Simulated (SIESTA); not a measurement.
# Mn in SIESTA: a run that goes wrong, beside a sound one

Two runs on Mn: the first has a flaw, the second is sound.

Program: SIESTA 5.4.2. These are calculated values, not measurements. Logs are shortened: lines on timing, memory, paths and dates and some standing lists are left out, and cuts for length are marked.

## 1. The sheet as given

The cell holds a sheet with vacuum, 1 atom: a = 2.614 Å, b = 2.614 Å, c = 23.800 Å, α = 90.00°, β = 90.00°, γ = 90.00°.

The cell was built by a generator and needn't be a form met in nature.

## 2. A run with an altered input

The input, Mn.fdf:

```
SystemName                      Mn
SystemLabel                     Mn
NumberOfSpecies                 1
NumberOfAtoms                   1
%block ChemicalSpeciesLabel
  1  25 Mn
%endblock ChemicalSpeciesLabel

LatticeConstant                 1.0 Ang
%block LatticeVectors
     2.6143200000     0.0000000000     0.0000000000
     0.0000000000     2.6143200000     0.0000000000
     0.0000000000     0.0000000000    23.8000000000
%endblock LatticeVectors
AtomicCoordinatesFormat         Fractional
%block AtomicCoordinatesAndAtomicSpecies
     0.0000000000     0.0000000000     0.2941200000  1  Mn
%endblock AtomicCoordinatesAndAtomicSpecies

%block kgrid.MonkhorstPack
   10   0   0  0.0
    0  10   0  0.0
    0   0   1  0.0
%endblock kgrid.MonkhorstPack
XC.Functional                   GGA
XC.Authors                      PBE
PAO.BasisSize                   DZP
PAO.EnergyShift                 0.003 Ry
Mesh.Cutoff                     800 Ry
Spin                            polarized
%block DM.InitSpin
    1   4.000
%endblock DM.InitSpin
OccupationFunction              FD
ElectronicTemperature           0.05 eV
Slab.DipoleCorrection           vacuum
MaxSCFIterations                4
SCF.MustConverge                false
SCF.Mixer.Method                Pulay
SCF.Mixer.Weight                0.1
SCF.Mixer.History               10
SCF.DM.Tolerance                5.0e-05
SCF.H.Tolerance                 1.0e-03 eV
WriteForces                     true
Charge.Mulliken                 end
Charge.Hirshfeld                end
Charge.Voronoi                  end
SaveRho                         true
SaveElectrostaticPotential      true
%block PAO.Basis
  Mn 5
  n=3 0 2
    2.732 0.000
  n=4 0 2
    7.626 0.000
  n=3 1 2
    3.070 0.000
  n=4 1 1
    7.626
  n=3 2 2
    5.108 0.000
%endblock PAO.Basis
```

Potentials or basis: PseudoDojo 0.4 standard (PBE files), DZP (energy shift 0.003 Ry; two zetas on semicore shells).

Run with:

```console
$ siesta < Mn.fdf > Mn.out 2>&1
```

Mn.out:

```text
Version         : 5.4.2

                           ***********************
                           *  WELCOME TO SIESTA  *
                           ***********************

 NOTE: Siesta V5 introduces some new defaults for basis-set generation
 NOTE: which might lead to slightly different numerical results.
 NOTE: Please see the manual for full details and compatibility measures.

reinit: Reading from standard input
reinit: Dumping input in INPUT_TMP.86131
************************** Dump of input data file ****************************
SystemName                      Mn
SystemLabel                     Mn
NumberOfSpecies                 1
NumberOfAtoms                   1
%block ChemicalSpeciesLabel
[... 614 lines left out ...]
               3pz     3px     4py     4pz     4px     3dxy    3dyz    3dz2
               3dxz    3dx2-y2 3dxy    3dyz    3dz2    3dxz    3dx2-y2
   1  5.347   0.973   0.018   0.369  -0.078   0.997   1.001   0.997   0.006
             -0.001   0.006   0.169   0.009   0.169   0.340   0.075   0.048

              0.075   0.405  -0.089  -0.021  -0.011  -0.021  -0.090

mulliken: Qtot =        5.347

Mulliken Atomic Populations:
Atom #   charge [q] valence [e]      Sz [e]  Species
     1     0.000000   15.000000    4.306175  Mn
 Total     0.000000                4.306175

siesta: Electric dipole (a.u.)  =   -0.000000    0.000000    0.000000
siesta: Electric dipole (Debye) =   -0.000000    0.000000    0.000000

Hirshfeld Atomic Populations:
Atom #   charge [q] valence [e]      Sz [e]  Species
     1     0.000001   14.999999    4.306175  Mn
 Total     0.000001                4.306175

Voronoi Atomic Populations:
Atom #   charge [q] valence [e]      Sz [e]  Species
     1     0.000001   14.999999    4.306175  Mn
 Total     0.000001                4.306175
Dipole moment in unit cell =      -0.0000       0.0000       0.0000 D
Electric field for dipole correction =     0.000000    -0.000000    -0.000000 eV/Ang/e

dhscf: Vacuum level (max, mean) =   -0.040673   -0.048462 eV

Job completed
```

Among its messages:

```text
SCF_NOT_CONV: SCF did not converge  in maximum number of steps.
```

It took 17 s on 1 thread of AMD EPYC 7R32 (Zen 2), shared host; peak memory 0.35 GiB.

The run did not converge. The fault, put in on purpose: too few SCF iterations (MaxSCFIterations = 4; SCF.MustConverge = false).

## 3. Single point, PBE, collinear spin, ferromagnetic start

Mn.fdf: that of step 2 with these lines changed.

```diff
@@ -36,3 +36,3 @@
 Slab.DipoleCorrection           vacuum
-MaxSCFIterations                4
+MaxSCFIterations                200
 SCF.MustConverge                false
```

Potentials or basis: PseudoDojo 0.4 standard (PBE files), DZP (energy shift 0.003 Ry; two zetas on semicore shells).

Run with:

```console
$ siesta < Mn.fdf > Mn.out 2>&1
```

Wall time 33 s (1 thread of AMD EPYC 7R32 (Zen 2), shared host); peak memory 0.35 GiB.

Results (log left out):

```
Free energy            : -2961.2376 eV
Band gap on the k mesh : none (metal or under the smearing width)
Net moment             : 4.41 μB per cell
Site moments           : Mn +4.41 μB
Work function          : 3.38 eV
```

Stress tensor (GPa, compression positive):
```
-0.09  0.00  0.00
 0.00 -0.09  0.00
 0.00  0.00  0.00
```

Levels at points of the mesh, in eV from the Fermi level:
Spin up:
```csv
k point,band 7,band 8,band 9,band 10,band 11,band 12,band 13,band 14
"(0.00, 0.00, 0.00)",-3.32,-2.08,-2.08,-1.09,-0.76,12.09,21.06,21.06
"(0.50, 0.00, 0.00)",-2.50,-1.99,-1.94,-0.15,3.00,4.39,13.96,15.25
"(0.00, 0.50, 0.00)",-2.50,-1.99,-1.94,-0.15,3.00,4.39,13.96,15.25
"(0.50, 0.50, 0.00)",-3.26,-2.31,-0.31,4.93,4.93,10.23,11.88,12.21
```
Spin down:
| k point | band 2 | band 3 | band 4 | band 5 | band 6 | band 7 | band 8 | band 9 | band 10 |
| --- | --- | --- | --- | --- | --- | --- | --- | --- | --- |
| (0.00, 0.00, 0.00) | -45.96 | -45.67 | -45.67 | -4.65 | -0.72 | 0.39 | 0.45 | 2.24 | 2.24 |
| (0.50, 0.00, 0.00) | -45.94 | -45.92 | -45.65 | -0.89 | 0.01 | 0.64 | 1.34 | 1.78 | 2.42 |
| (0.00, 0.50, 0.00) | -45.94 | -45.92 | -45.65 | -0.89 | 0.01 | 0.64 | 1.34 | 1.78 | 2.42 |
| (0.50, 0.50, 0.00) | -45.92 | -45.90 | -45.90 | -1.32 | 0.66 | 0.66 | 1.94 | 3.49 | 6.13 |

Caveat: short orbitals over semicore shells can move pressures by several GPa; the basis of atomic orbitals isn't converged, which shifts pressures, moduli and gaps.
